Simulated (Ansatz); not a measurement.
# FH3SSn: the cost of one run

Method: the settings change from run to run; program: Ansatz 0.2.0, Gaussian basis.

1 further run of the same task is left out (it didn't finish).

## (1) The relaxed structure

An earlier PBE0-D4 in a triple-zeta def2 set relaxation fixed the geometry. Sn takes a core potential in def2 sets; no spin-orbit term is included.

SMILES `[F][SnH2][SH]`, 6 atoms, charge 0, spin multiplicity 1.

Atoms are counted from 1 here; the program's logs count them from 0.

Bond lengths: F1–Sn2 1.924 Å, Sn2–S3 2.380 Å, Sn2–H4 1.696 Å, Sn2–H5 1.699 Å, S3–H6 1.344 Å. Angles: F1–Sn2–S3 107.4°, F1–Sn2–H4 105.3°, F1–Sn2–H5 103.8°, S3–Sn2–H4 109.0°, S3–Sn2–H5 112.1°, H4–Sn2–H5 118.4°, Sn2–S3–H6 93.3°.

## (2) RPBE/def2-TZVPP

Options: high accuracy.

The input, in.yaml:

```yaml
crystal:
  periodic: [false, false, false]
  atoms:
    - {symbol: F, position_ang: [-1.940320, 0.027310, 0.559620]}
    - {symbol: Sn, position_ang: [-0.320129, -0.028486, -0.476055]}
    - {symbol: S, position_ang: [1.406187, -0.837051, 0.948616]}
    - {symbol: H, position_ang: [-0.609935, -1.170169, -1.696910]}
    - {symbol: H, position_ang: [-0.071652, 1.590279, -0.927441]}
    - {symbol: H, position_ang: [1.577849, 0.354116, 1.545969]}
basis:
  gaussian: {orbitals: def2-TZVPP}
hamiltonian: {xc: {name: RPBE}}
accuracy: high
```

On the command line:

```
> ansatz run in.yaml --threads 2 --pin off --events-out ev --progress --plain --max-ram 22528MiB --backend cpu
```

What time and memory should one allow on 2 threads of AMD EPYC 7R13, shared host?

About 6 s, with a peak of 0.63 GiB.
